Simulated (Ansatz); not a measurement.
# CTa: the cost of one run

The runs use Ansatz 0.2.0, Gaussian basis; the settings change from run to run.

11 further runs of the same task are left out: 4 for a known fault of the program, 1 that didn't finish, 6 set aside as unsound or not needed.

## Step 1: The geometry

The geometry is a PBE0/def2-TZVP stationary point (not a proven minimum). No spin-orbit coupling is included. Elements past krypton take def2 core potentials.

2 atoms, charge 1, spin multiplicity 1.

Atoms are counted from 1 here; the program's logs count them from 0.

Bond lengths: Ta1–C2 1.665 Å.

## Step 2: CCSD on RHF/def2-TZVP

Contents of in.yaml:

```yaml
crystal:
  periodic: [false, false, false]
  atoms:
    - {symbol: Ta, position_ang: [0.000000, 0.000000, 0.000000]}
    - {symbol: C, position_ang: [0.000000, 0.000000, 1.665400]}
basis:
  gaussian: {orbitals: def2-TZVP}
total_charge: 1
magnetization: {spin_polarized: false}
correlation: {method: ccsd, electrons: all, diis_vectors: 12}
accuracy: high
```

Started as:

```bash
$ ansatz run in.yaml --threads 1 --pin off --events-out ev --progress --plain --max-ram 2393MiB
```

What time and memory should one allow on 1 thread of Intel Xeon 6975P-C, shared host?

About 8.5 s, with a peak of 0.28 GiB.
